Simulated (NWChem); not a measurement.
# BH3BrO− (SMILES O[BH2-]Br) at 5 levels

Wanted: a comparison of 5 runs (HF/STO-3G, HF/3-21G, B3LYP/6-31G*, TPSSh/def2-TZVP) of BH3BrO−. 

Program for the calculation: NWChem 7.3.0.

## (1) The system as given

BH3BrO− has 6 atoms, charge -1, and is taken as a singlet. As SMILES, `O[BH2-]Br`. The coordinates come from a GFN2-xTB relaxation. This is one conformer, not always the lowest.

Bond lengths: O1–B2 1.470 Å, B2–Br3 2.009 Å, O1–H4 0.954 Å, B2–H5 1.229 Å, B2–H6 1.229 Å. Angles: O1–B2–Br3 106.6°, O1–B2–H5 112.6°, O1–B2–H6 112.6°, Br3–B2–H5 107.2°, Br3–B2–H6 107.2°, B2–O1–H4 108.6°, H5–B2–H6 110.2°.

## (2) Energy and forces at HF/STO-3G (run 1)

The input, m1.nw:

```
start m1
memory total 2200 mb
charge -1

geometry units angstroms noautosym nocenter noautoz
 O     -0.916460    -0.732450    -0.149690
 B      0.226520     0.173640     0.035190
 Br     1.516860    -0.770630     1.251950
 H     -1.558130    -0.301590    -0.708590
 H      0.820470     0.405600    -1.015130
 H     -0.089260     1.225430     0.586270
end

basis spherical bse
 * library STO-3G
end

scf
 singlet
 rhf
 thresh 1e-08
 maxiter 80
 noprint "final vectors analysis"
end

task scf gradient
```

Launch:

```sh
nwchem m1.nw > m1.out
```

Log:

```text
[...]
  functions       =    31
[...]
  wavefunction    = RHF
[...]
         Total SCF energy =  -2644.590988349013
      One-electron energy =  -4008.534550596733
      Two-electron energy =   1217.141656704035
 Nuclear repulsion energy =    146.801905543686
        Time for solution =      0.8s
[...]
                         RHF ENERGY GRADIENTS
    atom               coordinates                        gradient
                 x          y          z           x          y          z
   1 O      -1.731858  -1.384130  -0.282873   -0.033832   0.027070  -0.031577
   2 B       0.428061   0.328132   0.066499    0.010795  -0.029584   0.020999
   3 Br      2.866450  -1.456280   2.365842   -0.010189   0.007170  -0.009399
   4 H      -2.944439  -0.569922  -1.339041    0.026633  -0.028173   0.028224
   5 H       1.550463   0.766473  -1.918318    0.013429   0.002616  -0.022010
   6 H      -0.168677   2.315727   1.107890   -0.006836   0.020902   0.013764
[...]
```

Run time: 1.8 s. Hardware: 1 thread of AMD EPYC 9R45 (Zen 5), shared host; peak memory 0.099 GiB.

## (3) Energy and gradient at HF/3-21G (run 2)

The input, a.nw:

```
start a
title "BBrH3O"
memory stack 880 mb heap 220 mb global 1100 mb
charge -1

geometry noautosym nocenter noautoz
O     -0.916460    -0.732450    -0.149690
B      0.226520     0.173640     0.035190
Br     1.516860    -0.770630     1.251950
H     -1.558130    -0.301590    -0.708590
H      0.820470     0.405600    -1.015130
H     -0.089260     1.225430     0.586270
end

basis spherical bse
* library 3-21G
end

scf
thresh 1e-08
maxiter 80
print low
end

task scf gradient
```

Launch:

```sh
nwchem a.nw > a.out
```

Log:

```text
[...]
  functions       =    46
[...]
  wavefunction    = RHF
[...]
         Total SCF energy =  -2660.848723236880
      One-electron energy =  -4014.104113268952
      Two-electron energy =   1206.453484488386
 Nuclear repulsion energy =    146.801905543686
        Time for solution =      1.1s
[...]
                         RHF ENERGY GRADIENTS
    atom               coordinates                        gradient
                 x          y          z           x          y          z
   1 O      -1.731858  -1.384130  -0.282873   -0.000854   0.010520  -0.005654
   2 B       0.428061   0.328132   0.066499    0.026182  -0.024083   0.027498
   3 Br      2.866450  -1.456280   2.365842   -0.031748   0.019631  -0.028077
   4 H      -2.944439  -0.569922  -1.339041    0.011889  -0.004760   0.008821
   5 H       1.550463   0.766473  -1.918318   -0.001984  -0.001359  -0.002704
   6 H      -0.168677   2.315727   1.107890   -0.003485   0.000051   0.000115
 Task  times  cpu:        1.5s     wall:        1.5s
 Total times  cpu:        1.6s     wall:        1.6s
```

Run time: 2 s. Hardware: 1 thread of AMD EPYC 9R45 (Zen 5), shared host; peak memory 0.1 GiB.

Runs 3 to 4 aren't shown in full; the table further down has their settings and results.

## (4) Energy and gradient at TPSSh/def2-TZVP (run 5)

The input, test.nw:

```
start test
title "BBrH3O TPSSh"
memory 2200 mb
charge -1

geometry units au noautosym nocenter noautoz
O   -1.73185840  -1.38412990  -0.28287310
B    0.42806076   0.32813204   0.06649946
Br   2.86644997  -1.45627964   2.36584262
H   -2.94443897  -0.56992250  -1.33904103
H    1.55046359   0.76647292  -1.91831768
H   -0.16867695   2.31572708   1.10788974
end

basis spherical bse
* library def2-TZVP
end

dft
xc xctpssh
grid fine
convergence energy 1e-08
iterations 100
mulliken
print medium
end

task dft gradient
```

Launch:

```sh
nwchem test.nw > test.out
```

Log:

```text
[...]
          Wavefunction type:  closed shell.
          No. of atoms     :     6
          No. of electrons :    52
[...]
          Charge           :    -1
          Spin multiplicity:     1
[...]
          AO basis - number of functions:   128
[...]
              XC Information
              --------------
                  TPSS hybrid Method XC Functional
                     Hartree-Fock (Exact) Exchange  0.100
                  TPSS metaGGA Exchange Functional  0.900
             TPSS03 metaGGA Correlation Functional  1.000
[...]
 d= 0,ls=0.0,diis     1  -2675.7265708775 -2.82D+03  1.87D-02  9.46D+00     3.2
[...]
 d= 0,ls=0.0,diis    10  -2676.1071026520 -9.52D-10  1.22D-07  4.37D-10    24.2
         Total DFT energy =    -2676.107102651952
      One electron energy =    -4025.352049158111
           Coulomb energy =     1307.744870113246
    Exchange-Corr. energy =     -105.301818709367
 Nuclear repulsion energy =      146.801895102279
[...]
  wavefunction    = closed shell
                         DFT ENERGY GRADIENTS
    atom               coordinates                        gradient
                 x          y          z           x          y          z
   1 O      -1.731858  -1.384130  -0.282873   -0.001809   0.010142  -0.005866
   2 B       0.428061   0.328132   0.066499    0.016878  -0.014986   0.017232
   3 Br      2.866450  -1.456280   2.365843   -0.016585   0.010938  -0.014990
   4 H      -2.944439  -0.569923  -1.339041    0.005218  -0.005610   0.005487
   5 H       1.550464   0.766473  -1.918318   -0.002313   0.000149  -0.000242
   6 H      -0.168677   2.315727   1.107890   -0.001388  -0.000633  -0.001621
[...]
```

Run time: 39 s. Hardware: 1 thread of AMD EPYC 9R45 (Zen 5), shared host; peak memory 0.14 GiB.

## (5) Overview of the runs

| run | level | iteration cap | module | energy (Eh) | largest force (eV/Å) | wall time |
| --- | --- | --- | --- | --- | --- | --- |
| 1 | HF/STO-3G | 80 | scf | -2644.590988 | 2.757 | 1.8 s |
| 2 | HF/3-21G | 80 | scf | -2660.848723 | 2.402 | 2 s |
| 3 | B3LYP/6-31G* (spherical functions) | 100 | dft | -2675.849098 | 1.936 | 12 s |
| 4 | B3LYP/6-31G* (Cartesian functions) | 100 | dft | -2675.859945 | 1.940 | 14 s |
| 5 | TPSSh/def2-TZVP | 100 | dft | -2676.107103 | 1.460 | 39 s |

## (6) Results

| quantity | value |
| --- | --- |
| run 5: total energy | -2676.10710 Eh |
| run 5: HOMO energy | -0.65 eV |
| run 5: LUMO energy | 5.45 eV |
| run 5: HOMO–LUMO gap (to an unbound level, set by the basis) | 6.10 eV |
| run 5: largest force on an atom | 1.460 eV/Å |

In words: Over runs 3, 4, 5 the HOMO–LUMO gap runs from 6.10 eV (TPSSh/def2-TZVP) to 8.03 eV (B3LYP/6-31G*). The two ends differ in method and basis. The empty levels of an anion lie above zero and hang on the basis. Totals of different functionals can't be ranked against each other. In run 1 the basis is minimal, so the values are rough. All runs together took 69 s, the longest 39 s.
